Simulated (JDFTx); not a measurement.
Set up this calculation in JDFTx 1.7.0 (patched build), as the native input.

```yaml
Task: solvation
Functional: BLYP
Potentials_or_basis: PseudoDojo-SR-PBE-0.5-standard with smoothed tails
Cutoff: 789 eV
Density_cutoff: 3157 eV
k_mesh: 1 × 1 × 1
Occupations: fixed
Spin: no spin polarisation
Check_on_overlapping_cores: none
Liquid_model: LinearPCM
Variant_of_the_liquid_model: SCCS_g09beta
Solvent: H2O
Local_potential_set_to_-Z/r_beyond: 6 bohr
Bands: 9
Density_cutoff_over_wavefunction_cutoff: 4
Max_SCF_steps: 100
SCF_threshold_on_the_energy: 1e-06 Ha
Solver_of_the_electrons: minimize
Further_solve_for_the_empty_bands: no
Start: saved state of an earlier run
```

The system is Cl2Si, in a box.

```
CELL_PARAMETERS angstrom
11.00000 0.00000 0.00000
0.00000 13.00000 0.00000
0.00000 0.00000 10.00000
ATOMIC_POSITIONS crystal
Cl 0.54125 0.62458 0.54140
Si 0.44453 0.50042 0.46540
Cl 0.55784 0.37865 0.51600
```

The input as run:

fluid.in

```
lattice \
   20.7869873709     0.0000000000     0.0000000000 \
    0.0000000000    24.5664396201     0.0000000000 \
    0.0000000000     0.0000000000    18.8972612463
coords-type Lattice
ion Cl     0.5412454500     0.6245846200     0.5414000000 1
ion Cl     0.5578363600     0.3786461500     0.5160000000 1
ion Si     0.4445272700     0.5004153800     0.4654000000 1

ion-species pseudo/Cl.upf
ion-species pseudo/Si.upf
elec-cutoff 29
elec-ex-corr gga-x-b88 gga-c-lyp
kpoint-folding 1 1 1
elec-n-bands 9
electronic-minimize nIterations 100 energyDiffThreshold 1e-06
fluid LinearPCM
pcm-variant SCCS_g09beta
fluid-solvent H2O
fluid-minimize nIterations 200 knormThreshold 1e-10
initial-state vacuum.$VAR
core-overlap-check none
forces-output-coords Cartesian

dump-name fluid.$VAR
dump End Ecomponents EigStats BandEigs Kpoints Forces
```

Potentials or basis: PseudoDojo-SR-PBE-0.5-standard with smoothed tails.

Run with:

```bash
$ jdftx -c 1 -i fluid.in -o fluid.out
```

Results of the run:

The largest force is 1.025 eV/Å, the loewdin charges are Cl -0.22; Si +0.62 e and the solvation energy is -0.050 eV.

Caveat: forces may be off by hundredths of an eV/Å; the cores' own exchange energy is taken off the total, which shifts forces and pressure where cores overlap; forces in the liquid are good to some per cent; the liquid is a continuum model, checked here against plausible ranges alone; the potentials were made for another functional, which shifts forces and pressure.

Run time: 85 s on 1 thread of Arm Neoverse V2, with other jobs on the host, peak memory 0.56 GiB.
